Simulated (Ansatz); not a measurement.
# C₆H₁₅InO₃: a ladder of functionals and wavefunction methods

One table from this session's results is given with a row withheld; the runs are named, their logs left out.

The runs use Ansatz 0.2.0, Gaussian basis; functionals in def2-TZVPP, the program's frozen cores in correlated methods.

Plan: LDA (SPW92), PBE-D4, revPBE-D4, BLYP-D4, r2SCAN-D4, B97M-V, PBE0-D4, B3LYP-D4, r2SCANh-D4, r2SCAN0-D4, HSE06-D4, BHLYP-D4, CAM-B3LYP-D4, LC-ωPBE, ωB97X-V, ωB97M-V, B2PLYP, PBE-QIDH; CCSD(T)/def2-SVP; CCSD(T)/def2-TZVPP; MP2/def2-QZVPP; extrapolation to the limit; RPA on PBE.

## The geometry

The geometry comes from an earlier relaxation with PBE0-D4 in a triple-zeta def2 set; it is a stationary point, not always the lowest conformer. In takes the def2 core potential; no spin-orbit term is included.

SMILES `CC[O][In]([O]CC)[O]CC`, 25 atoms, charge 0, spin multiplicity 1.

Atoms are counted from 1 here; the program's logs count them from 0.

Bond lengths: C1–C2 1.513 Å, C1–H11 1.096 Å, C1–H12 1.094 Å, C1–H13 1.093 Å, C2–O3 1.410 Å, C2–H14 1.099 Å, C2–H15 1.097 Å, O3–In4 1.976 Å, In4–O5 1.975 Å, In4–O8 1.974 Å, O5–C6 1.414 Å, C6–C7 1.511 Å, C6–H16 1.099 Å, C6–H17 1.099 Å, C7–H18 1.092 Å, C7–H19 1.092 Å, C7–H20 1.094 Å, O8–C9 1.409 Å and more. Angles: C2–C1–H11 111.0°, C2–C1–H12 110.9°, C2–C1–H13 110.5°, H11–C1–H12 107.4°, H11–C1–H13 108.8°, H12–C1–H13 108.1°, C1–C2–O3 113.4°, C1–C2–H14 109.6°, C1–C2–H15 109.7°, O3–C2–H14 110.8°, O3–C2–H15 106.4°, H14–C2–H15 106.8°, C2–O3–In4 121.4°, O3–In4–O5 120.8°, O3–In4–O8 121.4°, O5–In4–O8 117.8°, In4–O5–C6 121.7°, O5–C6–C7 108.8° and more.

Set-up of the first run:

File in.yaml:

```yaml
crystal:
  periodic: [false, false, false]
  atoms:
    - {symbol: C, position_ang: [0.475656, -2.872180, 0.759600]}
    - {symbol: C, position_ang: [1.503622, -2.448467, -0.267080]}
    - {symbol: O, position_ang: [1.756711, -1.061743, -0.265480]}
    - {symbol: In, position_ang: [0.285426, 0.252736, -0.380818]}
    - {symbol: O, position_ang: [-1.588012, -0.341207, -0.576052]}
    - {symbol: C, position_ang: [-2.641879, 0.580350, -0.771303]}
    - {symbol: C, position_ang: [-3.958174, -0.146987, -0.625539]}
    - {symbol: O, position_ang: [0.636118, 2.195534, -0.348627]}
    - {symbol: C, position_ang: [1.925950, 2.709183, -0.109837]}
    - {symbol: C, position_ang: [2.596688, 2.110727, 1.107812]}
    - {symbol: H, position_ang: [-0.502438, -2.426401, 0.543373]}
    - {symbol: H, position_ang: [0.347050, -3.958138, 0.758305]}
    - {symbol: H, position_ang: [0.788282, -2.567534, 1.761901]}
    - {symbol: H, position_ang: [1.188919, -2.787341, -1.264407]}
    - {symbol: H, position_ang: [2.461757, -2.938647, -0.054091]}
    - {symbol: H, position_ang: [-2.580300, 1.034290, -1.770543]}
    - {symbol: H, position_ang: [-2.593019, 1.405845, -0.047443]}
    - {symbol: H, position_ang: [-4.027747, -0.957781, -1.353869]}
    - {symbol: H, position_ang: [-4.048736, -0.577282, 0.374197]}
    - {symbol: H, position_ang: [-4.795841, 0.537235, -0.786538]}
    - {symbol: H, position_ang: [2.570301, 2.569600, -0.989625]}
    - {symbol: H, position_ang: [1.809356, 3.791324, 0.029011]}
    - {symbol: H, position_ang: [1.981995, 2.266625, 1.998464]}
    - {symbol: H, position_ang: [2.762143, 1.034738, 0.975844]}
    - {symbol: H, position_ang: [3.572872, 2.571323, 1.283246]}
basis:
  gaussian: {orbitals: def2-TZVPP}
hamiltonian: {xc: lda}
output: {orbitals: {seedname: orbitals}}
```

Command:

```
ansatz run in.yaml --threads 4 --pin off --events-out ev --progress --plain --max-ram 46080MiB --backend cuda --devices 0, --max-vram 37GiB
```

Among the steps run: LDA; PBE-D4 (GGA); revPBE-D4 (GGA); BLYP-D4 (GGA); r2SCAN-D4 (meta-GGA); B97M-V (meta-GGA); B3LYP-D4 (hybrid); r2SCANh-D4 (hybrid); r2SCAN0-D4 (hybrid); HSE06-D4 (hybrid); BHLYP-D4 (hybrid); CAM-B3LYP-D4 (range-separated); LC-ωPBE (range-separated); ωB97X-V (range-separated); ωB97M-V (range-separated); B2PLYP (double hybrid); PBE-QIDH (double hybrid).

One table of the session follows, with a row left open; its other results are not shown here.

It belongs to the step «Orbital energies across the functionals». 

| functional | HOMO (eV) | LUMO (eV) | gap (eV) |
| --- | --- | --- | --- |
| LDA (SPW92) | -6.13 | -2.81 | 3.33 |
| PBE-D4 | -5.97 | -2.49 | 3.49 |
| revPBE-D4 | -5.90 | -2.34 | 3.56 |
| BLYP-D4 | -5.89 | -2.44 | 3.45 |
| r2SCAN-D4 | -6.28 | -2.29 | 3.98 |
| B97M-V | -6.42 | -2.46 | 3.96 |
| PBE0-D4 | -7.51 | -1.58 | 5.93 |
| B3LYP-D4 | ? | ? | ? |
| r2SCANh-D4 | -6.86 | -1.96 | 4.89 |
| r2SCAN0-D4 | -7.74 | -1.47 | 6.27 |
| HSE06-D4 | -7.11 | -1.95 | 5.16 |
| BHLYP-D4 | -9.03 | -0.70 | 8.32 |
| CAM-B3LYP-D4 | -8.98 | -0.62 | 8.36 |
| LC-ωPBE | -10.30 | 0.73 | 11.03 |
| ωB97X-V | -9.99 | 0.49 | 10.48 |
| ωB97M-V | -9.94 | 0.28 | 10.21 |

**Question.** Estimate the row for B3LYP-D4.

Worked estimate for «HOMO (eV)». Against the share of exact exchange, BLYP-D4 (0, -5.89), BHLYP-D4 (0.5, -9.03) give a slope of -6.28 per unit share; at 0.2 the line stands at -7.15.

The run gave: HOMO (eV): -7.29; LUMO (eV): -1.90; gap (eV): 5.39. In «HOMO (eV)» the line misses by +0.14.
